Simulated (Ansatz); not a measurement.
# CdTeO: the cost of one run

Computed with Ansatz 0.2.0 (reference: DFT PBE, plane waves, PAW, scalar-relativistic, no spin polarisation, unless a step's input says otherwise).

### Step 1. The system as given

The structure is orthorhombic, space group Pmmn (No. 59). The conventional cell has a = 3.334 Å, b = 3.738 Å, c = 7.985 Å, α = 90.00°, β = 90.00°, γ = 90.00°. Cd (site symmetry mm2) is surrounded by 4 O at 1.98 to 2.01 Å and 2 Te at 2.44 Å. O (site symmetry mm2) is surrounded by 4 Cd at 1.98 to 2.01 Å. Te (site symmetry mm2) has 2 Cd at 2.44 Å as nearest neighbours.

Structure file:

```
Cd O Te
1.0
     3.73833    0.00000    0.00000
     0.00000    3.33393    0.00000
     0.00000    0.00000    7.98538
Cd O Te
2 2 2
Direct
  0.00000 0.50000 0.11300
  0.50000 0.00000 0.88700
  0.00000 0.00000 0.98000
  0.50000 0.50000 0.02000
  0.00000 0.00000 0.33600
  0.50000 0.50000 0.66400
```

### Step 2. Reference

input.yaml reads:

```yaml
crystal:
  lattice:
    - [3.738327, 0.0, 0.0]
    - [0.0, 3.333934, 0.0]
    - [0.0, 0.0, 7.985377]
  atoms:
    - { symbol: Cd, position: [0.0, 0.5, 0.113] }
    - { symbol: Cd, position: [0.5, 0.0, 0.887] }
    - { symbol: O, position: [0.0, 0.0, 0.98] }
    - { symbol: O, position: [0.5, 0.5, 0.02] }
    - { symbol: Te, position: [0.0, 0.0, 0.336] }
    - { symbol: Te, position: [0.5, 0.5, 0.664] }
  symmetry: { tolerance: 0.0003 }
kpoints:
  mp_grid: { grid: [5, 5, 3], shift: [0, 0, 0] }
magnetization:
  spin_polarized: false
scf:
  occupations: { method: gaussian, width: 0.1132 }
hamiltonian:
  pseudopotentials: { kind: paw }
  xc: pbe
basis:
  ecutwfc: 420
output:
  forces: true
  stress: true
  eigenvalues: true
  write_density: true
  write_potential: true
  elf: true
  volumetric_format: npy
```

The run is started by

```bash
$ ansatz run input.yaml --threads 1 --pin off --max-ram 2560MiB --backend cpu --events-out ev --progress --plain --runs-dir out
```

What time and memory should one allow on 1 thread of Intel Xeon Platinum 8488C (Sapphire Rapids), shared host?

About 8.3 s, with a peak of 0.53 GiB.
